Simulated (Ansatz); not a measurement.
# RbBi2: the cost of one run

Computed with the Python package of Ansatz 0.2.0. Level of theory: DFT PBEsol, plane waves, PAW.

### 1 Starting point

Symmetry: Fd-3m, No. 227, cubic system. Conventional cell: a = 9.603 Å, b = 9.603 Å, c = 9.603 Å, α = 90.00°, β = 90.00°, γ = 90.00°. Rb (site symmetry -43m) has 12 Bi at 3.98 Å and 4 Rb at 4.16 Å in its first shell of neighbours. Around Bi (site symmetry -3m) lie 6 Bi at 3.40 Å and 6 Rb at 3.98 Å.

The script holds or builds the structure itself.

### 2 The script

Input file rbbi2_eos.py:

```python
# -*- coding: utf-8 -*-
"""Equation of state of RbBi2."""

import ansatz as az
import numpy as np

config = {
    "occupations": "Marzari-Vanderbilt",
    "ecut": 500,
    "mesh": (5, 5, 5),
}

vectors0 = np.array([
    [0.0, 4.801394, 4.801394],
    [4.801394, 0.0, 4.801394],
    [4.801394, 4.801394, 0.0],
])
sites = [
    ("Rb", (0.5, 0.5, 0.5)),
    ("Rb", (0.75, 0.75, 0.75)),
    ("Bi", (0.625, 0.125, 0.125)),
    ("Bi", (0.125, 0.125, 0.125)),
    ("Bi", (0.125, 0.125, 0.625)),
    ("Bi", (0.125, 0.625, 0.125)),
]


def crystal_on(cell):
    crystal = az.Crystal(lattice=az.Lattice.of(cell))
    for symbol, position in sites:
        crystal = crystal.atom(symbol, position)
    return crystal

# uniform scaling of the cell
volumes, energies, pressures = [], [], []
for scale in np.linspace(0.94, 1.06, 7):
    cell = vectors0 * scale ** (1 / 3)
    setup = (
        crystal_on(cell).calculation()
        .functional(az.Functional.PBESOL)
        .occupations(config["occupations"])
        .basis(config["ecut"])
        .kpoints(*config["mesh"])
        .stress()
    )
    data = setup.run(threads=1, backend="cpu").report
    volumes.append(abs(np.linalg.det(cell)) / len(sites))
    energies.append(data["free_energy_ev"] / len(sites))
    pressures.append(np.trace(data["stress_gpa"]) / 3)
    print(f"V = {volumes[-1]:8.4f} A^3/atom  F = {energies[-1]:.5f} eV/atom  P = {pressures[-1]:8.3f} GPa")

# third-order Birch-Murnaghan: a cubic in V^(-2/3)
x = np.array(volumes) ** (-2 / 3)
poly = np.polynomial.Polynomial.fit(x, energies, 3).convert()
roots = poly.deriv().roots()
x0 = min((r.real for r in roots if abs(r.imag) < 1e-9 and poly.deriv(2)(r.real) > 0), key=lambda r: abs(r - x.mean()))
v0 = x0 ** -1.5
b0 = 4 / 9 * poly.deriv(2)(x0) * v0 ** (-7 / 3) * 160.21766
b1 = 4 + 2 / 3 * x0 * poly.deriv(3)(x0) / poly.deriv(2)(x0)
print(f"V0 = {v0:.4f} A^3/atom, B0 = {b0:.1f} GPa, dB/dP = {b1:.2f}")
```

### 3 The calls as engine input

The engine receives this input (first run):

```yaml
crystal:
  lattice:
    - [0.0, 4.703378864870245, 4.703378864870245]
    - [4.703378864870245, 0.0, 4.703378864870245]
    - [4.703378864870245, 4.703378864870245, 0.0]
  atoms:
    - { symbol: Rb, position: [0.5, 0.5, 0.5] }
    - { symbol: Rb, position: [0.75, 0.75, 0.75] }
    - { symbol: Bi, position: [0.625, 0.125, 0.125] }
    - { symbol: Bi, position: [0.125, 0.125, 0.125] }
    - { symbol: Bi, position: [0.125, 0.125, 0.625] }
    - { symbol: Bi, position: [0.125, 0.625, 0.125] }
basis:
  ecutwfc: 500.0
kpoints:
  mp_grid:
    grid: [5, 5, 5]
hamiltonian:
  xc: pbesol
scf:
  occupations:
    method: cold
output:
  stress: true
```

### 4 The run

Run with:

```bash
> python rbbi2_eos.py
```

**Question.** How long does this script take on 1 thread of Intel Xeon 6975P-C (Granite Rapids), shared host, and how much memory does it need?

About 35 s, with a peak of 0.68 GiB.
